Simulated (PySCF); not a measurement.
# C10H10O3: NMR shifts at several levels of theory, part 2 of 2

PySCF 2.14.0. Atoms count from 0. The steps go on from the part before.

### 6 Shielding tensors: KT2/pcSseg-1

Job settings and geometry (Å):

```
{"job": {"kind": "nmr", "xc": "KT2", "basis": "pcSseg-1", "pop": false}, "charge": 0, "multiplicity": 1}
C      4.122771     0.616529     1.281924
O      3.463218    -0.075610     0.254926
C      2.112153    -0.028796     0.193579
C      1.272125     0.645544     1.077342
C     -0.107034     0.610336     0.888079
C     -0.666623    -0.097178    -0.185162
C     -2.100497    -0.154359    -0.430227
C     -3.089687     0.435622     0.272161
C     -4.485774     0.278997    -0.130017
O     -5.426887     0.784251     0.434427
C      0.194578    -0.777639    -1.066574
C      1.568970    -0.752012    -0.889540
O      2.389165    -1.402367    -1.730662
H      3.839488     0.228728     2.275485
H      3.906371     1.697873     1.242430
H      5.197875     0.460574     1.129856
H      1.687352     1.201862     1.918480
H     -0.751681     1.143230     1.588630
H     -2.400597    -0.751178    -1.301666
H     -2.907346     1.054723     1.155490
H     -4.633150    -0.366534    -1.037788
H     -0.205577    -1.339624    -1.913255
H      3.293326    -1.243262    -1.423446
```

With the program's defaults for keys left out, this is: GIAO KT2/pcSseg-1 NMR shielding, non-relativistic, gas phase.

Standard output:

```text
coarse grid: 20320 points
cycle   1  E = -622.4487422715  dE =  2.157e+00  |g| = 1.219e+00  |ddm| = 4.951e+00
cycle   2  E = -619.3607237769  dE =  3.088e+00  |g| = 3.121e+00  |ddm| = 4.208e+00
cycle   3  E = -622.1102290208  dE = -2.750e+00  |g| = 1.390e+00  |ddm| = 3.940e+00
cycle   4  E = -622.7141356083  dE = -6.039e-01  |g| = 3.259e-01  |ddm| = 1.528e+00
cycle   5  E = -622.7023128838  dE =  1.182e-02  |g| = 3.576e-01  |ddm| = 6.457e-01
cycle   6  E = -622.7389417222  dE = -3.663e-02  |g| = 1.197e-01  |ddm| = 5.074e-01
cycle   7  E = -622.7424104462  dE = -3.469e-03  |g| = 3.731e-02  |ddm| = 1.780e-01
cycle   8  E = -622.7425884784  dE = -1.780e-04  |g| = 2.792e-02  |ddm| = 6.633e-02
cycle   9  E = -622.7427960200  dE = -2.075e-04  |g| = 5.663e-03  |ddm| = 3.414e-02
cycle  10  E = -622.7428029269  dE = -6.907e-06  |g| = 2.587e-03  |ddm| = 7.432e-03
final grid: 199424 points
cycle  11  E = -622.8573919308  dE = -4.493e-04  |g| = 1.728e-02  |ddm| = 1.595e-01
cycle  12  E = -622.8572314583  dE =  1.605e-04  |g| = 2.959e-02  |ddm| = 4.955e-02
cycle  13  E = -622.8574282258  dE = -1.968e-04  |g| = 1.338e-02  |ddm| = 4.616e-02
cycle  14  E = -622.8574689976  dE = -4.077e-05  |g| = 1.609e-03  |ddm| = 1.713e-02
cycle  15  E = -622.8574694213  dE = -4.237e-07  |g| = 8.763e-04  |ddm| = 2.563e-03
cycle  16  E = -622.8574696056  dE = -1.842e-07  |g| = 2.331e-04  |ddm| = 1.180e-03
cycle  17  E = -622.8574696191  dE = -1.354e-08  |g| = 7.870e-05  |ddm| = 3.203e-04
cycle  18  E = -622.8574696206  dE = -1.497e-09  |g| = 2.871e-05  |ddm| = 1.091e-04
cycle  19  E = -622.8574696208  dE = -2.051e-10  |g| = 9.626e-06  |ddm| = 4.169e-05
converged SCF energy = -622.8574696208

GIAO shielding tensors (ppm)
atom      isotropic    diamagn.    paramagn.     s11        s22        s33       span
  0 C      128.348     244.385    -116.037     97.716    109.093    178.234     80.518
  1 O      238.959     396.036    -157.077    142.087    261.580    313.209    171.122
  2 C       39.445     266.913    -227.468    -11.883     19.032    111.187    123.069
  3 C       81.035     262.628    -181.594      1.168     67.047    174.889    173.721
  4 C       72.132     254.963    -182.831    -15.359     60.335    171.419    186.778
  5 C       59.726     258.699    -198.973    -16.942     27.682    168.439    185.381
  6 C       36.762     252.011    -215.250    -58.031     29.691    138.625    196.656
  7 C       61.342     253.121    -191.778    -15.273     59.921    139.379    154.651
  8 C        4.173     248.258    -244.085    -74.038     11.046     75.510    149.548
  9 O     -300.131     389.322    -689.452   -871.031   -354.521    325.160   1196.190
 10 C       71.609     254.962    -183.352      3.898     63.710    147.219    143.321
 11 C       40.077     254.306    -214.229    -18.318     20.313    118.235    136.553
 12 O      225.337     382.592    -157.255    169.715    206.992    299.302    129.587
 13 H       27.466      28.298      -0.832     23.978     24.931     33.489      9.510
 14 H       27.483      28.438      -0.955     23.980     25.013     33.454      9.474
 15 H       27.047      25.135       1.912     22.719     25.574     32.848     10.129
 16 H       24.770      34.002      -9.232     20.459     25.045     28.808      8.349
 17 H       23.981      35.512     -11.531     19.136     24.688     28.120      8.985
 18 H       24.720      33.382      -8.662     22.681     22.780     28.699      6.017
 19 H       24.883      34.023      -9.140     22.577     22.640     29.432      6.855
 20 H       21.755      26.435      -4.680     19.666     21.416     24.185      4.520
 21 H       24.537      33.363      -8.826     20.837     24.673     28.101      7.264
 22 H       25.943      33.358      -7.415     14.705     28.429     34.696     19.992
```

Wall time 36 s (8 threads of Intel Xeon Platinum 8375C at 2.90GHz (Ice Lake), shared host).

This run: δ C8 179.0, C6 146.5, C2 143.8, C11 143.1, H20 9.42, H17 7.20 ppm.

### 7 Nuclear shieldings: HF/pcSseg-1

The job, as its differences from that of step 6:

```diff
@@ -1,2 +1,2 @@
-{"job": {"kind": "nmr", "xc": "KT2", "basis": "pcSseg-1", "pop": false}, "charge": 0, "multiplicity": 1}
+{"job": {"kind": "nmr", "xc": "HF", "basis": "pcSseg-1", "pop": false}, "charge": 0, "multiplicity": 1}
 C      4.122771     0.616529     1.281924
```

Level: GIAO HF/pcSseg-1 NMR shielding, non-relativistic, gas phase.

Standard output:

```text
final grid: 199424 points
cycle   1  E = -608.6645492738  dE =  3.859e+00  |g| = 1.035e+00  |ddm| = 4.753e+00
cycle   2  E = -608.8549278571  dE = -1.904e-01  |g| = 7.174e-01  |ddm| = 1.714e+00
cycle   3  E = -608.9492014624  dE = -9.427e-02  |g| = 1.320e-01  |ddm| = 9.215e-01
cycle   4  E = -608.9549324658  dE = -5.731e-03  |g| = 4.404e-02  |ddm| = 2.123e-01
cycle   5  E = -608.9555822346  dE = -6.498e-04  |g| = 1.448e-02  |ddm| = 8.101e-02
cycle   6  E = -608.9557085758  dE = -1.263e-04  |g| = 7.197e-03  |ddm| = 3.363e-02
cycle   7  E = -608.9557517113  dE = -4.314e-05  |g| = 2.890e-03  |ddm| = 2.697e-02
cycle   8  E = -608.9557589956  dE = -7.284e-06  |g| = 1.181e-03  |ddm| = 1.074e-02
cycle   9  E = -608.9557602332  dE = -1.238e-06  |g| = 5.183e-04  |ddm| = 3.966e-03
cycle  10  E = -608.9557604875  dE = -2.543e-07  |g| = 2.385e-04  |ddm| = 1.334e-03
cycle  11  E = -608.9557605480  dE = -6.054e-08  |g| = 8.858e-05  |ddm| = 7.188e-04
cycle  12  E = -608.9557605584  dE = -1.043e-08  |g| = 4.225e-05  |ddm| = 2.967e-04
cycle  13  E = -608.9557605604  dE = -1.927e-09  |g| = 1.612e-05  |ddm| = 1.331e-04
cycle  14  E = -608.9557605607  dE = -2.935e-10  |g| = 5.979e-06  |ddm| = 5.503e-05
converged SCF energy = -608.9557605607

GIAO shielding tensors (ppm)
atom      isotropic    diamagn.    paramagn.     s11        s22        s33       span
  0 C      140.429     239.178     -98.749    116.748    122.224    182.316     65.568
  1 O      291.618     399.878    -108.260    210.771    313.894    350.190    139.419
  2 C       38.735     262.481    -223.745    -41.824     25.768    132.262    174.087
  3 C       75.888     261.167    -185.279    -18.770     60.093    186.341    205.110
  4 C       65.484     255.068    -189.584    -43.266     54.809    184.909    228.175
  5 C       58.312     260.401    -202.089    -42.738     33.258    184.417    227.155
  6 C       29.939     253.622    -223.683    -99.457     39.508    149.766    249.224
  7 C       60.075     253.086    -193.011    -43.263     71.753    151.734    194.997
  8 C       -4.274     249.873    -254.147   -111.798      1.313     97.662    209.460
  9 O     -324.464     392.002    -716.466   -902.206   -445.934    374.748   1276.954
 10 C       64.590     254.238    -189.648    -22.495     54.168    162.096    184.592
 11 C       38.444     252.639    -214.195    -51.311     28.590    138.052    189.364
 12 O      265.476     388.711    -123.235    224.201    255.326    316.900     92.699
 13 H       28.160      27.755       0.406     24.252     25.780     34.449     10.197
 14 H       28.178      27.827       0.351     24.231     25.896     34.407     10.175
 15 H       27.608      25.923       1.685     22.477     26.059     34.288     11.812
 16 H       24.766      34.120      -9.354     19.607     25.349     29.341      9.734
 17 H       23.846      35.278     -11.431     18.284     24.732     28.524     10.240
 18 H       24.530      32.721      -8.190     21.964     22.213     29.415      7.451
 19 H       24.723      32.762      -8.040     21.151     22.614     30.403      9.251
 20 H       22.577      25.402      -2.824     20.503     21.976     25.253      4.750
 21 H       24.363      32.820      -8.458     19.700     24.690     28.698      8.998
 22 H       26.027      32.977      -6.950     13.170     27.395     37.518     24.347
```

It took 25 s on 8 threads of Intel Xeon Platinum 8375C at 2.90GHz (Ice Lake), shared host.

This run: δ C8 195.1, C6 160.9, C11 152.4, C2 152.1, H20 9.11, H17 7.84 ppm.

### 8 Side by side: NMR shifts

Shifts (ppm) of some atoms, chosen among heavy atoms and hydrogens apart, with basis size and wall time:

| run | C8 | C10 | H20 | H18 | O9 | O12 | O1 | functions | time |
| --- | --- | --- | --- | --- | --- | --- | --- | --- | --- |
| PBE0/pcSseg-1 | 194.1 | 122.6 | 9.60 | 6.91 | 686.1 | 101.1 | 83.1 | 271 | 44 s |
| PBE/pcSseg-1 | 190.9 | 119.3 | 9.84 | 6.71 | 688.3 | 115.0 | 101.4 | 271 | 36 s |
| wB97X-D/pcSseg-1 | 196.3 | 124.0 | 9.54 | 6.98 | 677.2 | 93.9 | 73.5 | 271 | 57 s |
| KT2/pcSseg-1 | 179.0 | 111.6 | 9.42 | 6.46 | 630.8 | 105.3 | 91.7 | 271 | 36 s |
| HF/pcSseg-1 | 195.1 | 126.3 | 9.11 | 7.16 | 657.8 | 67.8 | 41.7 | 271 | 25 s |

### 9 Results

What follows sums up all 2 parts.

| quantity | value |
| --- | --- |
| rotational constants (main isotopes) | 2.29, 0.32, 0.28 GHz |
| ¹³C shifts against TMS (PBE0/pcSseg-1) | 194.1, 159.2, 151.8, 151.7, 132.2, 131.9, 122.6, 121.7, 112.1, 54.5 ppm |
| ¹H shifts against TMS (PBE0/pcSseg-1, means over atoms taken as alike) | 9.60, 7.55, 7.00, 6.91, 6.70, 6.66, 5.46, 3.82 ppm |
| ¹⁷O shifts against H2O (PBE0/pcSseg-1) | 686.1, 101.1, 83.1 ppm |
| range of the shift of O1 | 41.7 to 101.4 ppm |

In words: Single values in the summary come from the first sound run of each kind (PBE0/pcSseg-1), which need not be the best level. Over 7 steps the energy fell by 0.055 eV; of the close pairs, O1–C2 changed most, 1.370 to 1.353 Å. C8 (aldehyde carbonyl carbon) lies farthest downfield among carbon, at 194.1 ppm; low-lying n→π* states of the double bond to the heteroatom give a large paramagnetic term (-259 ppm). The most deshielded hydrogen is H20 (hydrogen on an aldehyde carbonyl carbon), at 9.60 ppm: deshielded by the polar, anisotropic C=O bond. At PBE0/pcSseg-1: Shielding is most anisotropic at O9 (span 1336 ppm, paramagnetic term -741 ppm). NICS(1)zz of -23 ppm above the planar ring from C2 marks a diatropic (aromatic) ring current. In ppm, O1 moves most: its shift spreads over 59.7 ppm, from 41.7 (HF/pcSseg-1) to 101.4 (PBE/pcSseg-1).
